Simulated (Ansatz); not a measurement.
# Cl2H5NSi2: small, medium and large basis sets

Aim: see how fast density functionals converge with the basis set for Cl2H5NSi2.

The runs use Ansatz 0.2.0, Gaussian basis; one geometry, several basis sets.

Levels to be run: PBE0-D4/def2-SVP; ωB97M-V/def2-SVP; PBE0-D4/def2-QZVPP; ωB97M-V/def2-QZVPP; the functionals' def2-TZVPP values are taken from earlier runs.

### 1 The relaxed structure

All runs share one geometry, relaxed beforehand with PBE0-D4 in a triple-zeta def2 set.

10 atoms, charge 0, spin multiplicity 1.

Atoms are counted from 1 here; the program's logs count them from 0.

Bond lengths: N1–Si2 1.698 Å, N1–H6 1.008 Å, N1–H7 1.008 Å, Si2–Si3 2.331 Å, Si2–Cl4 2.052 Å, Si2–Cl5 2.069 Å, Si3–H8 1.485 Å, Si3–H9 1.488 Å, Si3–H10 1.484 Å. Angles: Si2–N1–H6 120.1°, Si2–N1–H7 120.1°, H6–N1–H7 111.8°, N1–Si2–Si3 112.0°, N1–Si2–Cl4 105.9°, N1–Si2–Cl5 113.9°, Si3–Si2–Cl4 111.4°, Si3–Si2–Cl5 107.0°, Cl4–Si2–Cl5 106.5°, Si2–Si3–H8 110.0°, Si2–Si3–H9 108.7°, Si2–Si3–H10 109.3°, H8–Si3–H9 109.3°, H8–Si3–H10 110.0°, H9–Si3–H10 109.4°.

### 2 PBE0-D4 in def2-SVP

in.yaml

```yaml
crystal:
  periodic: [false, false, false]
  atoms:
    - {symbol: N, position_ang: [-1.245469, 1.254507, 0.307806]}
    - {symbol: Si, position_ang: [-0.276170, 0.257267, -0.666867]}
    - {symbol: Si, position_ang: [1.058540, -1.173433, 0.600969]}
    - {symbol: Cl, position_ang: [-1.572904, -0.791956, -1.862841]}
    - {symbol: Cl, position_ang: [0.985046, 1.295503, -1.936888]}
    - {symbol: H, position_ang: [-0.823009, 1.835848, 1.014643]}
    - {symbol: H, position_ang: [-2.080937, 1.673316, -0.070656]}
    - {symbol: H, position_ang: [0.204812, -2.108057, 1.378148]}
    - {symbol: H, position_ang: [1.875965, -0.358002, 1.539850]}
    - {symbol: H, position_ang: [1.957124, -1.936190, -0.301362]}
basis:
  gaussian: {orbitals: def2-SVP}
hamiltonian: {xc: pbe0, dispersion: d4}
output: {orbitals: {seedname: orbitals}}
```

On the command line:

```console
$ ansatz run in.yaml --threads 4 --pin off --events-out ev --progress --plain --max-ram 10444MiB
```

The runs that follow: ωB97M-V in def2-SVP; PBE0-D4 in def2-QZVPP; ωB97M-V in def2-QZVPP.

**Question.** What will the summary of the whole plan be? Wanted: PBE0-D4: double and triple zeta above quadruple; ωB97M-V: double and triple zeta above quadruple.

The runs gave:

```
                                       quantity           value
PBE0-D4: double and triple zeta above quadruple  17.59, 1.37 eV
ωB97M-V: double and triple zeta above quadruple  17.52, 1.29 eV
```

In words: PBE0-D4 gains 16.23 eV from double to triple zeta, then 1.37 eV more. These are total energies; as a rule much of such shifts cancels in differences, which this series doesn't test. The LUMO of ωB97M-V is positive and keeps falling with the basis (1.93 to 1.26 eV): an unbound level that the basis holds in place.
